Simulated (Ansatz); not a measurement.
# BF₂HS (SMILES FB(F)S): single points off equilibrium

One table from this session's results is given with a row withheld; the runs are named, their logs left out.

Program: Ansatz 0.2.0, Gaussian basis. Level of theory: single points in def2-TZVPP. These are calculated values, not measurements.

Correlated methods freeze the cores.

## The starting structure

SMILES `FB(F)S`, 5 atoms, charge 0, spin multiplicity 1.

Atoms are counted from 1 here; the program's logs count them from 0.

Bond lengths: F1–B2 1.361 Å, B2–F3 1.315 Å, B2–S4 1.799 Å, S4–H5 1.343 Å. Angles: F1–B2–F3 116.1°, F1–B2–S4 121.4°, F3–B2–S4 122.5°, B2–S4–H5 95.5°.

Coordinates:

```xyz
5
BF2HS
F     0.51610   -1.78260    0.14720
B     0.06660   -0.49990    0.21160
F    -0.57690   -0.16750    1.30900
S     0.32510    0.65270   -1.14580
H    -0.28890    1.68900   -0.55230
```

Set-up of the first run:

Contents of run/in.yaml:

```yaml
crystal:
  periodic: [false, false, false]
  atoms:
    - {symbol: F, position_ang: [0.516100, -1.782600, 0.147200]}
    - {symbol: B, position_ang: [0.066600, -0.499900, 0.211600]}
    - {symbol: F, position_ang: [-0.576900, -0.167500, 1.309000]}
    - {symbol: S, position_ang: [0.325100, 0.652700, -1.145800]}
    - {symbol: H, position_ang: [-0.288900, 1.689000, -0.552300]}
basis:
  gaussian: {orbitals: def2-TZVPP}
correlation: {method: ccsd_t}
output: {forces: true}
```

The command line of these runs was not kept.

Steps of the session up to this table: CCSD(T)/def2-TZVPP; PBE0-D4/def2-TZVPP; wB97M-V/def2-TZVPP; r2SCAN-D4/def2-TZVPP; PBE-D4/def2-TZVPP; LC-wPBE/def2-TZVPP; BHLYP-D4/def2-TZVPP.

One table of the session follows, with a row left open; its other results are not shown here.

| method | RMS force component (eV/Å) | angle to CCSD(T) forces (°) | dipole (D) |
| --- | --- | --- | --- |
| CCSD(T) | 0.570 | reference | 1.59 |
| PBE0-D4 | ? | ? | ? |
| wB97M-V | 0.540 | 4.0 | 1.56 |
| r2SCAN-D4 | 0.551 | 5.9 | 1.56 |
| PBE-D4 | 0.498 | 27.0 | 1.53 |
| LC-wPBE | 0.556 | 11.3 | 1.58 |
| BHLYP-D4 | 0.733 | 20.6 | 1.67 |

**Question.** Estimate the row for PBE0-D4.

As computed: RMS force component (eV/Å): 0.593; angle to CCSD(T) forces (°): 8.4; dipole (D): 1.61. In the column «RMS force component (eV/Å)» it lies between CCSD(T) (0.570) and BHLYP-D4 (0.733).
